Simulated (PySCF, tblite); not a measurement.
# C₂H₈NOSi radical: geometry, infrared bands and EPR parameters

Aim: predict the infrared bands and EPR parameters of C₂H₈NOSi radical (`CN(C)[SiH2][O]`).

Programs: tblite 0.8.0 and PySCF 2.14.0, with density-fitted response routines of our own. Each step states its level of theory. These are calculated values for one molecule in the gas phase, unless marked as measured. Atoms are numbered from 0 throughout.

### Step 1. The molecule as given

13 atoms, charge 0, multiplicity 2; geometry from: force field or distance geometry start.

Bonds of the start (Å): C0–N1 1.48, N1–C2 1.47, N1–Si3 1.80, Si3–O4 1.70, C0–H5 1.12, C0–H6 1.10, C0–H7 1.10, C2–H8 1.11, C2–H9 1.12, C2–H10 1.10, Si3–H11 1.48, Si3–H12 1.47.

### Step 2. Geometry optimisation with GFN2-xTB

Job settings and geometry (Å):

```
{"job": {"kind": "relax", "xc": "GFN2-xTB", "basis": "xTB"}, "charge": 0, "multiplicity": 2}
C      0.882200    -1.153200     0.262500
N      0.353600     0.024000    -0.468300
C      0.686100     1.243900     0.283900
Si    -1.434200    -0.121800    -0.646400
O     -2.028100     1.159700    -1.593400
H      0.422500    -1.233500     1.277800
H      1.979100    -1.077300     0.357800
H      0.662200    -2.074400    -0.303200
H      0.316200     2.133300    -0.276200
H      0.219800     1.240900     1.302300
H      1.775400     1.354900     0.378000
H     -2.075900    -0.091000     0.688300
H     -1.763300    -1.405000    -1.281000
```

Started as:

```sh
> OMP_NUM_THREADS=1 python probes_run.py task.json out
```

This one command runs all jobs of the session in turn.

**Question.** This job is followed by: GFN2-xTB harmonic vibrations, gas phase; UKS B3LYP, pcH-1 on C H N O Si, non-relativistic, mean-field spin-orbit, GIAO. What will the session give for the following? strongest single infrared mode (GFN2-xTB); zero-point energy (GFN2-xTB); g(iso) (B3LYP); ⟨S²⟩; largest a(iso) (averaged by class); surface potential, 1st and 99th percentile.

As calculated:

```
                                 quantity                      value
strongest single infrared mode (GFN2-xTB)      1316 cm⁻¹, 107 km/mol
             zero-point energy (GFN2-xTB)              61.3 kcal/mol
                           g(iso) (B3LYP)                    2.00640
                                     ⟨S²⟩         0.755 (exact 0.75)
       largest a(iso) (averaged by class)  1H on H11, H12, 242.2 MHz
    surface potential, 1st and 99th percentile         -2.89 V and 1.59 V
```

What this shows: Relaxing lowered the energy by 1.240 eV in 74 steps; the close pair that moved most is Si3–O4, from 1.701 to 1.518 Å. All 33 modes are real, so the xTB geometry is a minimum. The strongest single mode, at 1316 cm⁻¹, moves mainly O4 and Si3. Unscaled tight-binding wavenumbers are off by several per cent, some by more. Its intensities can rank the bands wrongly. Most of the unpaired spin sits on N1 (0.61 e). The isotropic g lies 4.1 ppt above the free-electron value.
